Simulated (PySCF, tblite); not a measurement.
# GaH3O2S, a small molecule taken as a stand-in for a surface group (gallium hydroxide): NMR shifts, core binding energies and electronic excitations

Wanted: the NMR shifts, core binding energies and electronic excitations for `[OH][Ga]([OH])[SH]`.

Computed with tblite 0.8.0 and PySCF 2.14.0; each step states its level. No surroundings beyond the atoms listed, unless a continuum is named. Atoms count from 0, parts from 1.

## 1. Starting point

7 atoms, charge 0, multiplicity 1; geometry: distance geometry start.

## 2. Relaxing the cluster with GFN2-xTB

Job settings and geometry (Å):

```
{"job": {"kind": "relax", "xc": "GFN2-xTB", "basis": "xTB"}, "charge": 0, "multiplicity": 1}
O      0.595006    -0.890400     0.815289
Ga     0.484866     0.546512    -0.373466
O      0.028028     2.206598     0.356126
S      2.002004     0.592136    -2.067711
H      0.420519    -0.853967     1.784765
H      0.196203     2.481936     1.270389
H      1.717011     0.543118    -3.388732
```

Method: GFN2-xTB geometry optimisation, gas phase.

Run with:

```console
OMP_NUM_THREADS=1 python cluster_run.py task.json out
```

One launch serves the whole session: the jobs run in the order shown.

Log:

```text
step      E/eV     max force
  0    -385.70264    1.279
  1    -385.76881    0.873
  2    -385.91424    1.455
  3    -385.96766    1.166
  4    -386.02066    1.289
  5    -386.15064    1.650
  6    -386.21454    1.417
  7    -386.27029    1.047
  8    -386.31973    0.778
  9    -386.34581    0.727
 10    -386.36087    0.298
 11    -386.36478    0.244
 12    -386.37262    0.433
 13    -386.38144    0.695
 14    -386.39575    0.858
 15    -386.40921    0.679
 16    -386.41906    0.252
 17    -386.42430    0.266
 18    -386.43133    0.365
 19    -386.44310    0.370
 20    -386.45269    0.228
 21    -386.45434    0.399
 22    -386.45598    0.182
 23    -386.45719    0.090
 24    -386.45838    0.083
 25    -386.46077    0.083
 26    -386.46228    0.090
 27    -386.46369    0.131
 28    -386.46447    0.114
 29    -386.46520    0.066
 30    -386.46568    0.076
 31    -386.46639    0.074
 32    -386.46736    0.111
 33    -386.46886    0.188
 34    -386.47129    0.236
 35    -386.47566    0.518
 36    -386.48045    0.432
 37    -386.49663    0.677
 38    -386.48687    0.942
 39    -386.51407    0.257
 40    -386.51714    0.403
 41    -386.52287    0.351
 42    -386.52864    0.232
 43    -386.53526    0.317
 44    -386.53451    0.443
 45    -386.54412    0.305
 46    -386.54835    0.325
 47    -386.55811    0.310
 48    -386.56222    0.101
 49    -386.56806    0.159
 50    -386.56946    0.133
 51    -386.57004    0.086
 52    -386.57049    0.094
 53    -386.57138    0.101
 54    -386.57244    0.155
 55    -386.57404    0.169
 56    -386.57527    0.115
 57    -386.57563    0.039
 58    -386.57564    0.063
 59    -386.57574    0.017
 60    -386.57575    0.013
 61    -386.57579    0.015
 62    -386.57583    0.025
 63    -386.57592    0.039
 64    -386.57605    0.041
 65    -386.57618    0.031
 66    -386.57629    0.029
 67    -386.57636    0.020
 68    -386.57638    0.008
 69    -386.57639    0.005
```

Wall time 0.34 s (1 thread of Intel Xeon 6975P-C, shared host).

The steps of the relaxation: (not every step is listed)

```csv
step,energy from step 0 (eV),largest force (eV/Å)
0,0.0000,1.2796
2,-0.2116,1.4557
4,-0.3180,1.2887
6,-0.5119,1.4166
8,-0.6171,0.7784
10,-0.6582,0.2981
12,-0.6700,0.4330
14,-0.6931,0.8576
16,-0.7164,0.2520
20,-0.7501,0.2285
24,-0.7557,0.0832
28,-0.7618,0.1133
32,-0.7647,0.1100
36,-0.7778,0.4317
40,-0.8145,0.4027
44,-0.8319,0.4431
48,-0.8596,0.1008
52,-0.8679,0.0939
56,-0.8726,0.1149
60,-0.8731,0.0129
62,-0.8732,0.0248
64,-0.8734,0.0413
66,-0.8736,0.0284
68,-0.8737,0.0083
69,-0.8738,0.0052
```

Close pairs (by a distance rule), those that changed most:

```csv
bond,before (Å),after (Å),change (Å)
O0–Ga1,1.868,1.741,-0.127
Ga1–O2,1.870,1.753,-0.117
Ga1–S3,2.275,2.193,-0.082
O0–H4,0.986,0.955,-0.030
S3–H6,1.352,1.331,-0.021
O2–H5,0.970,0.955,-0.015
```

## 3. Geometry optimisation at PBE0-D3(BJ)/def2-SVP

Job settings and geometry (Å):

```
{"job": {"xc": "PBE0", "basis": "def2-SVP", "d3": "d3bj", "grid": 2, "kind": "geom", "shake": 0.01}, "charge": 0, "multiplicity": 1}
O      0.017599    -1.541205     1.132793
Ga     0.083366    -0.237426    -0.047256
O     -0.546577     1.382956     0.222254
S      1.041196    -0.555908    -2.012974
H     -0.371746    -1.506078     2.000400
H     -0.961246     1.717297     1.014908
H      0.768025     0.706361    -2.332972
```

Log:

```text
step   0  E = -2474.35183029  max force = 0.011366
step   1  E = -2474.35477949  max force = 0.004741
step   2  E = -2474.35489447  max force = 0.000616
step   3  E = -2474.35490048  max force = 0.000222
optimisation converged
```

Run time: 12 s. Hardware: 1 thread of Intel Xeon 6975P-C, shared host; peak memory 0.47 GiB.

Along the way:

```csv
step,energy from step 0 (eV),largest force component (eV/Å)
0,0.0000,0.5845
1,-0.0803,0.2438
2,-0.0834,0.0317
3,-0.0835,0.0114
```

Close pairs (by a distance rule), those that changed most:

```csv
bond,before (Å),after (Å),change (Å)
Ga1–S3,2.210,2.181,-0.028
Ga1–O2,1.759,1.782,+0.023
S3–H6,1.331,1.352,+0.022
O0–Ga1,1.760,1.778,+0.018
O0–H4,0.952,0.962,+0.010
O2–H5,0.955,0.962,+0.007
```

The final coordinates are the input of the step that follows.

```csv
at the end point,value
point group (found at 0.08 Å tolerance),Cs
"rotational constants (GHz, main isotopes)","5.951, 2.905, 1.952"
dipole moment (D),2.74
```

## 4. Nuclear shieldings: PBE0/pcSseg-2

Job settings and geometry (Å):

```
{"job": {"kind": "nmr", "xc": "PBE0", "basis": "pcSseg-2"}, "charge": 0, "multiplicity": 1}
O      0.025982    -1.547102     1.124288
Ga     0.098318    -0.225100    -0.062807
O     -0.563387     1.401776     0.238566
S      1.037685    -0.572554    -2.000688
H     -0.409549    -1.332334     1.954742
H     -0.952358     1.540375     1.107640
H      0.794029     0.700925    -2.384576
```

With the program's defaults for keys left out, this is: GIAO PBE0/pcSseg-2 NMR shielding, non-relativistic, gas phase.

Log:

```text
coarse grid: 31512 points
cycle   1  E = -2474.6940028789  dE = -1.636e-01  |g| = 1.555e+00  |ddm| = 2.083e+00
cycle   2  E = -2474.0415359915  dE =  6.525e-01  |g| = 2.568e+00  |ddm| = 1.535e+00
cycle   3  E = -2474.9699149236  dE = -9.284e-01  |g| = 2.062e-01  |ddm| = 1.082e+00
cycle   4  E = -2474.9767432478  dE = -6.828e-03  |g| = 1.245e-01  |ddm| = 1.676e-01
cycle   5  E = -2474.9787554481  dE = -2.012e-03  |g| = 1.683e-02  |ddm| = 5.942e-02
cycle   6  E = -2474.9787956548  dE = -4.021e-05  |g| = 5.334e-03  |ddm| = 1.419e-02
cycle   7  E = -2474.9788005628  dE = -4.908e-06  |g| = 1.347e-03  |ddm| = 4.325e-03
final grid: 63568 points
cycle   8  E = -2474.9788377015  dE =  4.674e-07  |g| = 2.176e-03  |ddm| = 2.441e-03
cycle   9  E = -2474.9788356548  dE =  2.047e-06  |g| = 3.972e-03  |ddm| = 3.287e-03
cycle  10  E = -2474.9788386280  dE = -2.973e-06  |g| = 2.723e-04  |ddm| = 1.942e-03
cycle  11  E = -2474.9788386445  dE = -1.652e-08  |g| = 4.879e-05  |ddm| = 2.319e-04
cycle  12  E = -2474.9788386449  dE = -3.320e-10  |g| = 9.208e-06  |ddm| = 2.387e-05
converged SCF energy = -2474.9788386449

GIAO shielding tensors (ppm)
atom      isotropic    diamagn.    paramagn.     s11        s22        s33       span
  0 O      272.536     382.831    -110.294    205.498    289.663    322.448    116.951
  1 Ga    1394.772    2642.067   -1247.295   1179.733   1413.780   1590.804    411.070
  2 O      269.522     383.702    -114.180    209.959    274.747    323.860    113.902
  3 S      766.442    1055.874    -289.432    689.741    738.385    871.199    181.458
  4 H       29.866      32.008      -2.143     21.775     23.671     44.151     22.376
  5 H       29.952      32.229      -2.277     21.582     23.566     44.709     23.126
  6 H       30.813      29.468       1.345     22.172     27.811     42.455     20.284
```

It took 19 s on 1 thread of Intel Xeon 6975P-C, shared host; peak memory 0.88 GiB.

The references, computed at this level on geometries of the same kind, shield at (ppm): ¹H TMS 31.25, ¹⁷O H2O 328.2, ³³S CS2 503, ⁷¹Ga GaH4- 1718. Their shielding less the atom's gives the shift. The references are single molecules in the gas phase, so shifts against H2O, NH3, PH3, H3PO4 or CFCl3 are not on the usual liquid scales and can be off by tens of ppm. Shifts against hydride references such as AlH4− lie on their own scale.

```csv
atoms,environment,σ (ppm),δ (ppm)
H4,hydrogen on an oxygen bonded to Ga,29.87,1.38
H5,hydrogen on an oxygen bonded to Ga,29.95,1.29
H6,hydrogen on a sulfur bonded to Ga,30.81,0.43
O2,"oxygen bonded to Ga, H",269.5,58.6
O0,"oxygen bonded to Ga, H",272.5,55.6
Ga1,"Ga bonded to 2 O, S",1395,323
S3,"sulfur bonded to Ga, H",766,-264
```

Charges from the same density, by scheme (e):

```csv
atoms,Mulliken,IAO,Hirshfeld,ESP fit
O0,-0.55,-0.77,-0.38,-0.63
Ga1,0.82,1.00,0.56,0.77
O2,-0.55,-0.78,-0.38,-0.76
S3,-0.20,-0.30,-0.15,-0.32
```

Mayer bond orders: O0–Ga1 0.99, Ga1–O2 0.99, Ga1–S3 1.21.

Orbitals, density, ELF and potential are computed afterwards from the orbital file.

Frontier orbitals at PBE0/pcSseg-2, with the share of their density that lies nearest to each atom:

```csv
orbital,energy (eV),lies on
HOMO,-7.81,S3 79 %; H6 10 %
LUMO,-1.07,"Ga1 28 %; H4, H5 about 15 % each; S3 13 %"
```

ELF in a plane through or near 7 of the atoms.

Ten even steps from ' ' (0.00) to '@' (1.00):
```
                                                        
                                                        
                                                        
                      ..::::........                    
                      --****++==++++--                  
                    ..++%%%%####@@@@##::                
                      ++%%##--##@@@@##..                
        ..==**++..    --##**++##**++::                  
        **@@@@@@%%::    ::::====::                      
      ..**@@@@@@@@==--..::++==::..                      
        ==##@@@@%%****::++==##==..----++**==..          
        ::++##==..::##++::**++..**####@@@@%%::          
      ..==**##::%%--++##::....++##==++%%%%**..          
      ..==##@@%%==++**++..  ..++%%**%%**--..            
        --**%%%%%%##++::      --##%%%%++..              
        ..--++****==::        ..==**++--                
            ..::::..            ..::..                  
                                                        
                                                        
                                                        
```
The map spans 10.4 Å across and 9.0 Å up, centred on the molecule. Atoms in the plane (x, y in Å): O0 (1.4, -1.3), Ga1 (0.0, -0.2), O2 (0.1, 1.5), S3 (-2.1, -1.1), H4 (2.2, -0.9), H5 (1.0, 1.9), H6 (-2.6, 0.2).

log10 of the density (e/Å³) in the same plane.

Values, 10 rows by 14 columns:
```
-4.0 -4.0 -4.0 -4.0 -4.0 -4.0 -4.0 -4.0 -4.0 -4.0 -4.0 -4.0 -4.0 -4.0
-4.0 -4.0 -4.0 -4.0 -4.0 -3.5 -2.8 -2.6 -2.8 -3.3 -4.0 -4.0 -4.0 -4.0
-4.0 -4.0 -4.0 -4.0 -3.2 -2.2 -1.0 -0.6 -0.9 -1.7 -3.1 -4.0 -4.0 -4.0
-4.0 -4.0 -3.0 -2.5 -2.4 -1.6  0.2  1.6  0.3 -1.0 -2.7 -4.0 -4.0 -4.0
-4.0 -3.1 -1.7 -0.7 -0.8 -1.2 -0.4  0.0 -0.7 -1.6 -2.5 -3.3 -4.0 -4.0
-4.0 -2.8 -1.3 -0.1  0.0 -0.3  1.1  1.8 -0.4 -0.7 -1.2 -2.3 -3.6 -4.0
-3.9 -2.7 -1.2 -0.1  2.2  0.0 -0.6 -0.4  0.6  0.7 -0.5 -1.9 -3.4 -4.0
-4.0 -3.0 -1.7 -0.8 -0.4 -0.8 -1.6 -1.4 -0.3 -0.3 -1.5 -2.6 -3.9 -4.0
-4.0 -3.7 -2.7 -2.1 -1.9 -2.1 -2.8 -2.6 -2.0 -1.9 -2.6 -3.5 -4.0 -4.0
-4.0 -4.0 -4.0 -3.7 -3.6 -3.8 -4.0 -4.0 -3.8 -3.8 -4.0 -4.0 -4.0 -4.0
```
The map spans 10.4 Å across and 9.0 Å up, centred on the molecule. Atoms in the plane (x, y in Å): O0 (1.4, -1.3), Ga1 (0.0, -0.2), O2 (0.1, 1.5), S3 (-2.1, -1.1), H4 (2.2, -0.9), H5 (1.0, 1.9), H6 (-2.6, 0.2).

On the surface of density 0.002 e/bohr³ the electrostatic potential runs, from the 1st to the 99th percentile, from -1.37 V near O0 to 2.51 V near H4.

## 5. Core holes by ΔSCF: SCAN, X2C

The job, as its differences from that of step 4:

```diff
@@ -1,2 +1,2 @@
-{"job": {"kind": "nmr", "xc": "PBE0", "basis": "pcSseg-2"}, "charge": 0, "multiplicity": 1}
+{"job": {"kind": "xps", "holes": 5}, "charge": 0, "multiplicity": 1}
 O      0.025982    -1.547102     1.124288
```

With the program's defaults for keys left out, this is: delta-SCF UKS SCAN, pcX-2 on the ionised atom, pcseg-1 elsewhere, spin-free X2C.

Log:

```text
ground state, core basis on atom 0 (O), 119 functions
  cycle   1  E = -2491.03407182  |g| = 1.13e+00
  cycle   2  E = -2490.03391266  |g| = 2.42e+00
  cycle   3  E = -2491.25681445  |g| = 2.99e-01
  cycle   4  E = -2491.27059133  |g| = 1.96e-01
  cycle   5  E = -2491.27778362  |g| = 5.39e-02
  cycle   6  E = -2491.27843136  |g| = 1.85e-02
  cycle   7  E = -2491.27852072  |g| = 5.79e-03
  cycle   8  E = -2491.27853795  |g| = 1.27e-03
  cycle   9  E = -2491.27853768  |g| = 2.87e-04
  E(ground) = -2491.55270345 Eh
hole in O 1s of atom 0
  cycle   1  E = -2470.67131866  |g| = 2.22e+00
  cycle   2  E = -2468.31540210  |g| = 2.63e+00
  cycle   3  E = -2471.05365587  |g| = 8.83e-01
  cycle   4  E = -2471.37678230  |g| = 5.24e-01
  cycle   5  E = -2471.46102881  |g| = 2.95e-01
  cycle   6  E = -2471.49171699  |g| = 1.22e-01
  cycle   7  E = -2471.50013520  |g| = 2.53e-02
  cycle   8  E = -2471.50059152  |g| = 6.09e-03
  cycle   9  E = -2471.50061604  |g| = 1.70e-03
  cycle  10  E = -2471.50061802  |g| = 5.84e-04
  cycle  11  E = -2471.50061909  |g| = 1.63e-04
  E(ion) = -2471.77625954 Eh   <S^2> = 0.7628   hole on atom = 1.000   binding energy = 538.144 eV
ground state, core basis on atom 2 (O), 119 functions
  cycle   1  E = -2491.27645939  |g| = 1.30e-01
  cycle   2  E = -2491.26862266  |g| = 2.20e-01
  cycle   3  E = -2491.27772453  |g| = 4.82e-02
  cycle   4  E = -2491.27811042  |g| = 1.90e-02
  cycle   5  E = -2491.27817305  |g| = 2.67e-03
  cycle   6  E = -2491.27817576  |g| = 6.35e-04
  cycle   7  E = -2491.27817529  |g| = 1.51e-04
  E(ground) = -2491.55242148 Eh
hole in O 1s of atom 2
  cycle   1  E = -2470.66993369  |g| = 2.22e+00
  cycle   2  E = -2468.20311448  |g| = 2.66e+00
  cycle   3  E = -2471.00645828  |g| = 9.17e-01
  cycle   4  E = -2471.36247484  |g| = 5.48e-01
  cycle   5  E = -2471.45849241  |g| = 3.03e-01
  cycle   6  E = -2471.49126700  |g| = 1.27e-01
  cycle   7  E = -2471.50011051  |g| = 2.67e-02
  cycle   8  E = -2471.50062042  |g| = 6.82e-03
  cycle   9  E = -2471.50065117  |g| = 1.74e-03
  cycle  10  E = -2471.50065236  |g| = 5.94e-04
  cycle  11  E = -2471.50065267  |g| = 1.67e-04
  E(ion) = -2471.77695235 Eh   <S^2> = 0.7628   hole on atom = 1.000   binding energy = 538.118 eV
ground state, core basis on atom 3 (S), 130 functions
  cycle   1  E = -2491.39242282  |g| = 4.11e-01
  cycle   2  E = -2491.38942605  |g| = 1.44e-01
  cycle   3  E = -2491.37978954  |g| = 2.61e-01
  cycle   4  E = -2491.39343025  |g| = 2.63e-02
  cycle   5  E = -2491.39360505  |g| = 7.13e-03
  cycle   6  E = -2491.39361523  |g| = 2.83e-03
  cycle   7  E = -2491.39361652  |g| = 5.05e-04
  cycle   8  E = -2491.39361602  |g| = 2.25e-04
  E(ground) = -2491.65583829 Eh
hole in S 2p of atom 3
  cycle   1  E = -2484.70495610  |g| = 1.52e+00
  cycle   2  E = -2482.81411997  |g| = 1.81e+00
  cycle   3  E = -2484.37653811  |g| = 1.23e+00
  cycle   4  E = -2485.09141256  |g| = 2.72e-01
  cycle   5  E = -2485.14009067  |g| = 7.83e-02
  cycle   6  E = -2485.14132100  |g| = 5.59e-02
  cycle   7  E = -2485.14224690  |g| = 3.13e-02
  cycle   8  E = -2485.14265828  |g| = 4.37e-03
  cycle   9  E = -2485.14266461  |g| = 1.83e-03
  cycle  10  E = -2485.14266974  |g| = 4.23e-04
  E(ion) = -2485.41228889 Eh   <S^2> = 0.7531   hole on atom = 1.001   binding energy = 169.896 eV
  2p3/2 = 169.628 eV   2p1/2 = 170.869 eV
```

Run time: 11 s. Hardware: 1 thread of Intel Xeon 6975P-C, shared host; peak memory 0.54 GiB.

Binding energies by hole, beside the orbital energy of the ground state; the difference holds orbital relaxation and, for a density functional, its self-interaction error:

```csv
hole,stands for,environment,ΔSCF (eV; 2p as the shell's mean),−ε (eV),⟨S²⟩
O1s on O0,O0,"oxygen bonded to Ga, H",538.14,516.7,0.763
O1s on O2,O2,"oxygen bonded to Ga, H",538.12,516.8,0.763
S2p on S3,S3,"sulfur bonded to Ga, H",170.04,158.3,0.753
```

With the spin-orbit splitting: S3 2p3/2 169.63, 2p1/2 170.87 eV. The table gives each 2p level as the mean over the whole 2p shell (two parts 2p3/2, one part 2p1/2), which differs a little from the single hole in the log.

## 6. Excited states and response: CAM-B3LYP/def2-SVPD

The job, as its differences from that of step 5:

```diff
@@ -1,2 +1,2 @@
-{"job": {"kind": "xps", "holes": 5}, "charge": 0, "multiplicity": 1}
+{"job": {"kind": "uv", "xc": "CAM-B3LYP", "basis": "def2-SVPD", "nstates": 6, "ntriplets": 2, "ip": true}, "charge": 0, "multiplicity": 1}
 O      0.025982    -1.547102     1.124288
```

Method: TDDFT CAM-B3LYP/def2-SVPD, vertical, gas phase, core orbitals frozen in the response.

Log:

```text
coarse grid: 31512 points
cycle   1  E = -2474.7931521195  dE = -2.054e-01  |g| = 1.095e+00  |ddm| = 3.352e+00
cycle   2  E = -2474.5540251937  dE =  2.391e-01  |g| = 1.617e+00  |ddm| = 3.349e+00
cycle   3  E = -2475.0112429812  dE = -4.572e-01  |g| = 7.950e-02  |ddm| = 1.932e+00
cycle   4  E = -2475.0124896113  dE = -1.247e-03  |g| = 4.195e-02  |ddm| = 1.558e-01
cycle   5  E = -2475.0127944240  dE = -3.048e-04  |g| = 7.898e-03  |ddm| = 4.129e-02
cycle   6  E = -2475.0128060575  dE = -1.163e-05  |g| = 2.558e-03  |ddm| = 1.449e-02
cycle   7  E = -2475.0128077937  dE = -1.736e-06  |g| = 8.230e-04  |ddm| = 4.797e-03
final grid: 63568 points
cycle   8  E = -2475.0128037126  dE = -2.575e-08  |g| = 1.016e-03  |ddm| = 2.408e-03
cycle   9  E = -2475.0128034781  dE =  2.345e-07  |g| = 1.538e-03  |ddm| = 2.445e-03
cycle  10  E = -2475.0128039257  dE = -4.476e-07  |g| = 8.318e-05  |ddm| = 1.413e-03
cycle  11  E = -2475.0128039279  dE = -2.175e-09  |g| = 2.078e-05  |ddm| = 1.345e-04
cycle  12  E = -2475.0128039282  dE = -2.983e-10  |g| = 1.308e-05  |ddm| = 6.608e-05
converged SCF energy = -2475.0128039282

Static polarisability (au): isotropic 55.898, principal 45.210 55.085 67.399

Singlet excitations
state   eV       nm        f      main configurations
  1   5.5068    225.1   0.01850   H->L 0.84
  2   6.4863    191.1   0.00579   H->L+3 0.67, H->L+2 0.13, H-1->L 0.08
  3   6.5443    189.5   0.00069   H-1->L 0.82
  4   6.6891    185.4   0.01349   H->L+1 0.77, H-2->L 0.15
  5   7.0557    175.7   0.07357   H-3->L 0.74, H-1->L+1 0.12, H-2->L 0.09
  6   7.3105    169.6   0.13266   H-4->L 0.73, H->L+2 0.13

Triplet excitations (Tamm-Dancoff, eV): 5.1629 6.0116
Vertical ionisation energy (delta-SCF) = 10.2680 eV
Vertical electron affinity (delta-SCF) = -0.0615 eV
```

Run time: 22 s. Hardware: 1 thread of Intel Xeon 6975P-C, shared host; peak memory 0.62 GiB.

Frontier orbitals and where they lie:

```csv
orbital,eV,atoms
HOMO−3,-10.98,"O0 46 %, O2 35 %, Ga1 7 %"
HOMO−2,-10.83,"S3 60 %, Ga1 15 %, O2 14 %"
HOMO−1,-10.70,"O2 43 %, O0 43 %, Ga1 7 %"
HOMO,-9.18,"S3 79 %, Ga1 10 %, H6 7 %"
LUMO,-0.56,"Ga1 54 %, S3 12 %, O0 11 %"
LUMO+1,0.77,"Ga1 46 %, S3 22 %, O0 15 %"
LUMO+2,1.07,"S3 41 %, Ga1 16 %, O2 12 %"
```

With each of the 6 states as a Gaussian band of 0.4 eV half-width at 1/e, the curve within the window shown has maxima at 225 nm (ε 750), 172 nm (ε 7,700) L/(mol cm). Beyond the last state computed it falls off for lack of states. The curve at chosen wavelengths:

```
 nm  ε (L/mol/cm)
163          3498
167          6198
170          7495
174          7437
177          6311
181          4338
184          3032
188          1793
191          1193
195           687
199           396
202           282
206           247
209           293
213           422
216           540
220           676
224           746
227           741
231           666
234           574
238           434
241           333
245           218
248           152
252            88
```

Further results of this job:

```csv
property,computed
dipole moment (D),2.34
polarisability (Å³),8.28
HOMO–LUMO gap (eV),8.62
−ε(HOMO) (eV),9.17
```

## 7. Summary of results

| quantity | value |
| --- | --- |
| point group | Cs |
| rotational constants (main isotopes) | 5.95, 2.90, 1.95 GHz |
| ¹H shifts against TMS (PBE0/pcSseg-2) | 1.38, 1.29, 0.43 ppm |
| ¹⁷O shifts against H2O (PBE0/pcSseg-2) | 58.6, 55.6 ppm |
| ⁷¹Ga shifts against GaH4- (PBE0/pcSseg-2) | 323 ppm |
| ³³S shifts against CS2 (PBE0/pcSseg-2) | -264 ppm |
| surface potential, 1st and 99th percentile | -1.37 V and 2.51 V |
| O1s binding energies, SCAN/pcX-2 | O0 538.14, O2 538.12 eV |
| S2p binding energies, SCAN/pcX-2 | S3 170.04 eV |
| lowest singlet (CAM-B3LYP/def2-SVPD) | 5.51 eV (225 nm), f = 0.018 |
| brightest single state of those computed | state 6, 7.31 eV, f = 0.133 |
| lowest triplet | 5.16 eV |
| vertical ionisation energy (ΔSCF) | 10.27 eV |
| vertical electron affinity (ΔSCF) | -0.06 eV (unbound: the value hangs on the basis) |

In words: Over 3 steps the energy fell by 0.084 eV; of the close pairs, Ga1–S3 changed most, 2.210 to 2.181 Å (PBE0/def2-SVP). At PBE0/pcSseg-2: Shielding is most anisotropic at Ga1 (span 411 ppm, paramagnetic term -1247 ppm). By nearest atom (PBE0/pcSseg-2), the HOMO sits on S3 79 %; H6 10 % and the LUMO on Ga1 28 %; H4, H5 about 15 % each. The O1s levels computed lie within 0.03 eV of one another, too close to rank. The lowest singlet, at 5.51 eV, is HOMO→LUMO 0.84 and is weak; of the 6 states computed, the strongest absorption comes from state 6 at 7.31 eV (the last computed, so partners may be missing). The lowest triplet lies 0.34 eV below the lowest singlet (triplets in Tamm-Dancoff, singlets in full TDDFT). The orbital energy would give 9.17 eV for ionisation, ΔSCF gives 10.27 eV. Spin-orbit coupling is left out, which matters for shieldings and couplings at and beside the heavy atoms.
